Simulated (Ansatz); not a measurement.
# C3H6BNO: a ladder of functionals and wavefunction methods

One table from this session's results is given with a row withheld; the runs are named, their logs left out.

Computed with Ansatz 0.2.0, Gaussian basis. Level: functionals in def2-TZVPP, the program's frozen cores in correlated methods.

Plan: PBE-D4, r2SCAN-D4, PBE0-D4, B3LYP-D4, ωB97X-V, ωB97M-V, B2PLYP; CCSD(T)/def2-TZVPP; MP2/def2-QZVPP; extrapolation to the limit.

**The geometry**

An earlier PBE0-D4 in a triple-zeta def2 set relaxation fixed the geometry.

12 atoms, charge 0, spin multiplicity 1.

Atoms are counted from 1 here; the program's logs count them from 0.

Bond lengths: B1–C2 1.550 Å, B1–H7 1.193 Å, B1–H8 1.194 Å, C2–O3 1.450 Å, C2–C5 1.522 Å, C2–H9 1.104 Å, O3–C4 1.429 Å, C4–C5 1.512 Å, C4–H10 1.096 Å, C4–H11 1.097 Å, C5–N6 1.250 Å, N6–H12 1.020 Å. Angles: C2–B1–H7 121.1°, C2–B1–H8 117.6°, H7–B1–H8 121.3°, B1–C2–O3 118.9°, B1–C2–C5 117.5°, B1–C2–H9 109.0°, O3–C2–C5 89.4°, O3–C2–H9 111.0°, C5–C2–H9 109.8°, C2–O3–C4 92.9°, O3–C4–C5 90.6°, O3–C4–H10 112.8°, O3–C4–H11 112.8°, C5–C4–H10 115.3°, C5–C4–H11 114.7°, H10–C4–H11 109.5°, C2–C5–C4 87.0°, C2–C5–N6 132.8° and more.

Set-up of the first run:

Input file in.yaml:

```yaml
crystal:
  periodic: [false, false, false]
  atoms:
    - {symbol: B, position_ang: [0.380636, -1.490829, 1.239882]}
    - {symbol: C, position_ang: [-0.444089, -0.323437, 0.640965]}
    - {symbol: O, position_ang: [-1.275538, -0.575612, -0.520322]}
    - {symbol: C, position_ang: [-0.626825, 0.434368, -1.295291]}
    - {symbol: C, position_ang: [0.309950, 0.736986, -0.148163]}
    - {symbol: N, position_ang: [1.281536, 1.473012, 0.130248]}
    - {symbol: H, position_ang: [0.252116, -2.606863, 0.837677]}
    - {symbol: H, position_ang: [1.146574, -1.232974, 2.118393]}
    - {symbol: H, position_ang: [-1.026696, 0.155482, 1.447711]}
    - {symbol: H, position_ang: [-0.149528, 0.035304, -2.197704]}
    - {symbol: H, position_ang: [-1.297946, 1.257621, -1.568729]}
    - {symbol: H, position_ang: [1.526709, 2.081643, -0.650765]}
basis:
  gaussian: {orbitals: def2-TZVPP}
hamiltonian: {xc: pbe, dispersion: d4}
output: {forces: true, orbitals: {seedname: orbitals}}
```

The run is started by

```bash
> ansatz run in.yaml --threads 4 --pin off --events-out ev --progress --plain --max-ram 10444MiB
```

Steps of the session up to this table: PBE-D4 (GGA); r2SCAN-D4 (meta-GGA); PBE0-D4 (hybrid); B3LYP-D4 (hybrid); ωB97X-V (range-separated); ωB97M-V (range-separated); B2PLYP (double hybrid); CCSD(T) in def2-TZVPP; MP2 in def2-QZVPP.

One table of the session follows, with a row left open; its other results are not shown here.

It belongs to the step «Atomisation energies». 

| method | atomisation energy (kcal/mol) |
| --- | --- |
| PBE-D4 | 1192.5 |
| r2SCAN-D4 | 1154.3 |
| PBE0-D4 | 1162.2 |
| B3LYP-D4 | 1153.0 |
| ωB97X-V | 1154.3 |
| ωB97M-V | ? |
| B2PLYP | 1139.2 |
| HF/def2-TZVPP | 807.0 |
| MP2/def2-TZVPP | 1140.4 |
| CCSD/def2-TZVPP | 1091.9 |
| CCSD(T)/def2-TZVPP | 1113.1 |
| MP2/CBS | 1170.9 |
| CCSD(T)/CBS | 1143.6 |

Estimate the missing values for ωB97M-V.

**Answer.** atomisation energy (kcal/mol): 1155.5. In the column «atomisation energy (kcal/mol)» it lies between ωB97X-V (1154.3) and PBE0-D4 (1162.2).
